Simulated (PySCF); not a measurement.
# C2H6BNO: the cost of one run

Computed with PySCF 2.14.0, with density-fitted response routines of our own, on a single molecule in the gas phase. Atoms count from 0, in the outputs and in this text.

## Step 1: The molecule as given

11 atoms, charge 0, multiplicity 1; geometry from: PBE0-D3(BJ)/def2-SVP.

Bonds of the start (Å): C0–C1 1.45, C1–N2 1.15, N2–B3 1.65, B3–O4 1.42, C0–H5 1.10, C0–H6 1.10, C0–H7 1.10, B3–H8 1.23, B3–H9 1.23, O4–H10 0.96.

## Step 2: NMR shieldings: PBE0/6-31G*

Job settings and geometry (Å):

```
{"job": {"kind": "nmr", "xc": "PBE0", "basis": "6-31G*", "pop": true}, "charge": 0, "multiplicity": 1}
C     -2.276940     0.272728     0.344552
C     -0.889173     0.003636     0.034308
N      0.209623    -0.211425    -0.229350
B      1.793285    -0.470502    -0.630712
O      2.488717     0.754760    -0.484992
H     -2.925702    -0.245957    -0.375925
H     -2.466801     1.353847     0.280882
H     -2.515191    -0.075340     1.359776
H      1.658320    -0.832073    -1.795823
H      2.075578    -1.392453     0.137328
H      2.886260     0.818392     0.385307
```

Level: GIAO PBE0/6-31G* NMR shielding, non-relativistic, gas phase.

The run is started by

```sh
$ OMP_NUM_THREADS=1 python probes_run.py task.json out
```

This one command runs all jobs of the session in turn.

Q: Estimate the wall time and peak memory of this first job on 1 thread of Arm Neoverse N1, shared host.

About 8.7 s, with a peak of 0.44 GiB.
